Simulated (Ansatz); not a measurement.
# CH7ClOSiSn: ionisation energy by level of theory

Aim: the vertical ionisation energy of CH7ClOSiSn, as cation minus neutral at the neutral's geometry, on several levels, and how well −ε(HOMO) stands in for it.

Computed with Ansatz 0.2.0, Gaussian basis. Level: unrestricted cation, the program's frozen cores in correlated methods.

Plan: UKS PBE-D4/def2-TZVPP; UKS r2SCAN-D4/def2-TZVPP; UKS PBE0-D4/def2-TZVPP; UKS B3LYP-D4/def2-TZVPP; UKS wB97X-V/def2-TZVPP; UKS wB97M-V/def2-TZVPP; UKS B2PLYP/def2-TZVPP; UHF-CCSD(T)/def2-TZVPP; UHF-MP2/def2-QZVPP; extrapolation to the limit; then −ε(HOMO) from the neutral's earlier runs with LDA (SPW92), PBE-D4, revPBE-D4, BLYP-D4, r2SCAN-D4, B97M-V, PBE0-D4, B3LYP-D4, r2SCANh-D4, r2SCAN0-D4, HSE06-D4, BHLYP-D4, CAM-B3LYP-D4, LC-ωPBE, ωB97X-V, ωB97M-V.

## (1) The geometry

The geometry comes from an earlier relaxation with PBE0-D4 in a triple-zeta def2 set; it is a stationary point, not always the lowest conformer. Sn takes the def2 core potential; no spin-orbit term is included.

SMILES `[CH3][SnH]([Cl])[O][SiH3]`, 12 atoms, charge 0, spin multiplicity 1.

Atoms are counted from 1 here; the program's logs count them from 0.

Bond lengths: C1–Sn2 2.114 Å, C1–H6 1.089 Å, C1–H7 1.090 Å, C1–H8 1.089 Å, Sn2–Cl3 2.332 Å, Sn2–O4 1.951 Å, Sn2–H9 1.701 Å, O4–Si5 1.634 Å, Si5–H10 1.488 Å, Si5–H11 1.487 Å, Si5–H12 1.491 Å. Angles: Sn2–C1–H6 110.0°, Sn2–C1–H7 109.4°, Sn2–C1–H8 108.1°, H6–C1–H7 109.9°, H6–C1–H8 109.7°, H7–C1–H8 109.7°, C1–Sn2–Cl3 108.9°, C1–Sn2–O4 106.1°, C1–Sn2–H9 121.0°, Cl3–Sn2–O4 105.1°, Cl3–Sn2–H9 107.1°, O4–Sn2–H9 107.5°, Sn2–O4–Si5 136.2°, O4–Si5–H10 111.4°, O4–Si5–H11 108.2°, O4–Si5–H12 111.3°, H10–Si5–H11 108.9°, H10–Si5–H12 108.2° and more.

## (2) Cation, UKS PBE-D4/def2-TZVPP

Input file in.yaml:

```yaml
crystal:
  periodic: [false, false, false]
  atoms:
    - {symbol: C, position_ang: [-2.047317, 1.246055, -0.329900]}
    - {symbol: Sn, position_ang: [-0.078602, 0.659019, -0.826381]}
    - {symbol: Cl, position_ang: [1.421924, 2.190478, 0.091917]}
    - {symbol: O, position_ang: [0.247652, -1.009339, 0.130435]}
    - {symbol: Si, position_ang: [1.525114, -1.720081, 0.860815]}
    - {symbol: H, position_ang: [-2.282905, 2.198472, -0.803286]}
    - {symbol: H, position_ang: [-2.748823, 0.482372, -0.665173]}
    - {symbol: H, position_ang: [-2.106975, 1.349242, 0.752844]}
    - {symbol: H, position_ang: [0.381640, 0.419385, -2.446561]}
    - {symbol: H, position_ang: [1.789544, -1.118679, 2.195825]}
    - {symbol: H, position_ang: [1.215110, -3.163341, 1.036040]}
    - {symbol: H, position_ang: [2.760637, -1.588884, 0.037423]}
basis:
  gaussian: {orbitals: def2-TZVPP}
total_charge: 1
magnetization: {spin_polarized: true, initial_magnetization: 1}
hamiltonian: {xc: pbe, dispersion: d4}
```

Run with:

```
$ ansatz run in.yaml --threads 2 --pin off --events-out ev --progress --plain --max-ram 32768MiB --backend cuda --devices 0, --max-vram 18GiB
```

Further steps of the session: Cation, UKS r2SCAN-D4/def2-TZVPP; Cation, UKS PBE0-D4/def2-TZVPP; Cation, UKS B3LYP-D4/def2-TZVPP; Cation, UKS wB97X-V/def2-TZVPP; Cation, UKS wB97M-V/def2-TZVPP; Cation, UKS B2PLYP (frozen core)/def2-TZVPP; Cation, UHF-CCSD(T)/def2-TZVPP; Cation, UHF-MP2/def2-QZVPP.

Before running them: what should the planned runs give, taken together? Wanted: ionisation energy, CCSD(T)/CBS; nearest functional by difference; nearest −ε(HOMO); −ε(HOMO) of PBE; T1 of the cation.

The runs gave:

| quantity | value |
| --- | --- |
| ionisation energy, CCSD(T)/CBS | 10.84 eV |
| nearest functional by difference | ωB97X-V (-0.25 eV) |
| nearest −ε(HOMO) | ωB97X-V (-0.12 eV) |
| −ε(HOMO) of PBE | 6.91 eV |
| T1 of the cation | 0.047 |

**Reading.** By cation minus neutral, the functionals miss by 1.32 eV at most. −ε(HOMO) of PBE misses by 3.9 eV, since self-interaction lifts the level. Among orbital estimates ωB97X-V comes nearest. Hartree-Fock falls 1.16 eV short, as the neutral has more correlation energy than the cation. The cation's T1 (from the report) is 0.047, above the customary mark of 0.045 for open shells, so the coupled-cluster value is less safe. Correlated methods include outer-core shells of Sn, which these sets cover unevenly. With outer-core shells in play the reference is unsure by up to some tenths of an eV, so close misses can't be ranked.
